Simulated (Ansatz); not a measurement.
# AuSF4: the cost of one run

Method: DFT PBE, scalar-relativistic, plane waves, PAW, in Ansatz 0.2.0.

**1. The system as given**

The structure is cubic, space group F-43m (No. 216). Conventional cell: a = 7.200 Å, b = 7.200 Å, c = 7.200 Å, α = 90.00°, β = 90.00°, γ = 90.00°. Around S (site symmetry -43m) lie 12 F at 2.98 Å and 4 Au at 3.12 Å. Au (site symmetry -43m) is surrounded by 12 F at 2.99 Å and 4 S at 3.12 Å. F (site symmetry 3m) has 6 F at 2.54 to 2.55 Å and 3 S at 2.98 Å and 3 Au at 2.99 Å as nearest neighbours.

Coordinates:

```
CELL_PARAMETERS angstrom
0.00000 3.60004 3.60004
3.60004 0.00000 3.60004
3.60004 3.60004 0.00000
ATOMIC_POSITIONS crystal
S 0.00000 0.00000 0.00000
Au 0.75000 0.75000 0.75000
F 0.87573 0.37476 0.37476
F 0.37476 0.37476 0.37476
F 0.37476 0.87573 0.37476
F 0.37476 0.37476 0.87573
```

A structure generator made this guess: species swapped into a database cell of PrYNi4 (F-43m, No. 216), with Au on the Pr sites, S on the Y sites and F on the Ni sites. The dimensions are guesses.

**2. The guess as it stands, on a coarse mesh**

The input, input.yaml:

```yaml
crystal:
  lattice:
    - [0.0, 3.60004425, 3.60004425]
    - [3.60004425, 0.0, 3.60004425]
    - [3.60004425, 3.60004425, 0.0]
  atoms:
    - { symbol: S, position: [0.0, 0.0, 0.0] }
    - { symbol: Au, position: [0.75, 0.75, 0.75] }
    - { symbol: F, position: [0.87572902, 0.37475699, 0.37475699] }
    - { symbol: F, position: [0.37475699, 0.37475699, 0.37475699] }
    - { symbol: F, position: [0.37475699, 0.87572902, 0.37475699] }
    - { symbol: F, position: [0.37475699, 0.37475699, 0.87572902] }
basis:
  ecutwfc: 420
kpoints:
  mp_grid: { grid: [4, 4, 4] }
hamiltonian:
  xc: pbe
scf:
  occupations: { method: gaussian, width: 0.1 }
  lower_state_search: "off"
output:
  forces: true
  stress: true
  eigenvalues: true
```

Launch:

```bash
ansatz run input.yaml --threads 1 --pin off --max-ram 2048MiB --backend cpu --events-out ev --progress --plain --runs-dir out
```

What time and memory should one allow on 1 thread of Intel Xeon Platinum 8488C (Sapphire Rapids), shared host?

About 1.6 s, with a peak of 0.39 GiB.
